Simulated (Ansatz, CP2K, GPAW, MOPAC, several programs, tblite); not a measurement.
What each method gives for PbSe (rocksalt)

PbSe in the rocksalt structure, relaxed with r2SCAN in Ansatz, was computed with several methods. Space group Fm-3m (No. 225), cubic; conventional cell a = 6.177 Å, 29.47 Å³ an atom. Around Pb lie 6 Se at 3.09 Å; around Se lie 6 Pb at 3.09 Å. The values are computed, spin-unpolarised, and not measurements.

```
CELL_PARAMETERS angstrom
0.00000 3.08870 3.08870
3.08870 0.00000 3.08870
3.08870 3.08870 0.00000
ATOMIC_POSITIONS crystal
Pb 0.00000 0.00000 0.00000
Se 0.50000 0.50000 0.50000
```

Gaps and times are for a single point on this cell; volume and bulk modulus come from each method's own relaxation or energy curve at fixed shape. Times are rough, from shared hosts (Arm Neoverse V1), and each method has its own mesh and cell size. A dagger marks a closed or tiny gap in a crystal that DFT finds insulating: a failure of the method or a wrong SCF state. PM6 (MOPAC): levels, charges or heat of formation failed a check of plausibility, so no values are given. PM6 (MOPAC), PM7 (MOPAC), GFN1-xTB (tblite), GFN2-xTB (tblite) treat a cluster of cells at its zone centre, which samples few k points: where these miss a band edge, the gap comes out too large for that reason alone. Gaps from k meshes are read at a limited set of points (mesh, symmetry points, PBE's band edges), so each method's own least gap may be somewhat smaller. xTB and the PM methods were fitted mostly to molecules, and can miss a solid's gap by electronvolts. Minimal bases can be far off for gaps. GLLB-SC's gap includes the derivative discontinuity. d marks a direct gap, i an indirect one (no mark: not told apart), a dash a value that wasn't computed or didn't pass its checks.

| method | kind | gap (eV) | own volume (Å³/atom) | bulk modulus (GPa) | atoms computed | processor time |
| --- | --- | --- | --- | --- | --- | --- |
| light PBE (260 eV and a coarse mesh) | light plane-wave | 0.40 d | – | – | 2 | 0.93 s |
| GFN1-xTB (tblite) | tight binding | 0.06† | – | – | 64 | 2 s |
| PBE | semilocal | 0.37 d | 30.04 | 47 | 2 | 2.5 s |
| PM7 (MOPAC) | semi-empirical | 4.55 | – | – | 64 | 3.1 s |
| PBE/single zeta (GPAW) | small basis | 0.29 d | – | – | 2 | 3.2 s |
| GFN2-xTB (tblite) | tight binding | 2.66 | – | – | 64 | 4 s |
| PBE/SZV (CP2K) | small basis | 0.39 d | 30.87 | 52 | 2 | 5.1 s |
| r2SCAN | semilocal | 0.66 d | 29.47 | 51 | 2 | 6.5 s |
| PM6 (MOPAC) | semi-empirical | – | – | – | 64 | 8 s |
| PBE/DZVP (CP2K) | small basis | 0.40 d | 29.88 | 47 | 2 | 10 s |
| GLLB-SC (GPAW) | model potential | 1.00 | – | – | 2 | 14 s |

Against r2SCAN (0.66 eV) and with closed or daggered gaps left aside, the nearest gap at the points sampled is that of light PBE (260 eV and a coarse mesh) (-0.26 eV) and the farthest that of PM7 (MOPAC) (+3.89 eV). r2SCAN is only a yardstick of convenience: semilocal gaps usually lie below measured ones, which GLLB-SC and hybrids aim to mend.

Volumes against r2SCAN's: PBE +2.0 %, PBE/SZV (CP2K) +4.8 %, PBE/DZVP (CP2K) +1.4 %.

Spin-orbit coupling is left out; in compounds of Pb, Bi, Tl or Hg it can lower a gap by up to about 1 eV, split its edges or invert the bands.
